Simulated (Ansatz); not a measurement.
# N2 (nitrogen): revPBE/STO-3G

Aim: the electronic atomisation energy of N2 (nitrogen) at revPBE/STO-3G, from 2 runs. 

The results are computed with Ansatz 0.2.0.

29 further runs of the same task are left out: 15 that didn't finish, 14 set aside as unsound or not needed.

### Step 1. The system as given

N2: 2 atoms, total charge 0, spin state singlet. As SMILES, `N#N`. The coordinates come from a PBE0-D4/def2-TZVP relaxation.

Bond lengths: N1–N2 1.090 Å.

### Step 2. A single-point energy at revPBE/STO-3G

Contents of job.yaml:

```yaml
crystal:
  periodic: [false, false, false]
  atoms:
    - {symbol: N, position_ang: [0.465500, -0.150300, 0.239800]}
    - {symbol: N, position_ang: [-0.465500, 0.150300, -0.239800]}
basis:
  gaussian:
    orbitals: STO-3G
hamiltonian:
  xc: {name: revPBE}
accuracy: high
```

The run is started by

```bash
$ ansatz run job.yaml --threads 1 --pin off --max-ram 2610MiB --events-out events.jsonl --progress --plain --runs-dir runs
```

Log:

```text
Warning: RAYON_NUM_THREADS=1 ignored (pool sized by the plan → 1); use --threads N
Functional definition: revPBE
  name "revPBE"
  parameter kappa = 1.245
  parameter beta = 0.06672455060314922
  exchange = pbe_x(kappa = kappa, mu = beta*pi^2/3)
  correlation = pbe_c(beta = beta)
150 factors; integrals over basis functions are off by at most 1.5e-8 eV
mean field evaluation 1: about -2939.5690 eV, gradient 5.6e0 eV
mean field evaluation 2: about -2939.6676 eV, gradient 6.4e-1 eV
mean field evaluation 4: about -2939.6191 eV, gradient 1.8e-1 eV
mean field evaluation 8: about -2939.6192 eV, gradient 4.5e-4 eV
mean field -2939.61916576 eV, -108.0290117964 hartree, gradient 3.0e-9 eV, S^2 0.000000; 0 other end points of the search recorded, 0 dependent functions left out
reference -2939.61916679 eV, -108.0290118343 hartree; 7, 7 occupied and 3, 3 virtual orbitals, 150 factors
Total energy: -2939.61916679 eV, -108.0290118343 hartree
```

It took 0.26 s on 1 thread of Intel Xeon Platinum 8375C at 2.90GHz (Ice Lake), shared host.

### Step 3. The N atom, same level

Contents of job.yaml:

```yaml
crystal:
  periodic: [false, false, false]
  atoms:
    - {symbol: N, position_ang: [0.000000, 0.000000, 0.000000]}
basis:
  gaussian:
    orbitals: STO-3G
magnetization:
  spin_polarized: true
  initial_magnetization: 3
hamiltonian:
  xc: {name: revPBE}
accuracy: high
```

Run the same way, it converges to -53.87487 Eh (log not shown).

### Step 4. Summary of results

Level: revPBE/STO-3G.

```
                     quantity          value
       molecule: total energy  -108.02901 Eh
         N atom: total energy   -53.87487 Eh
                 N atom: ⟨S²⟩          3.750
electronic atomisation energy       7.599 eV
```

What this shows: Taking the molecule apart into free atoms costs 7.60 eV (175 kcal/mol), before zero-point energy and without spin-orbit coupling. In a minimal basis such a difference can be off by several eV, whatever the method.
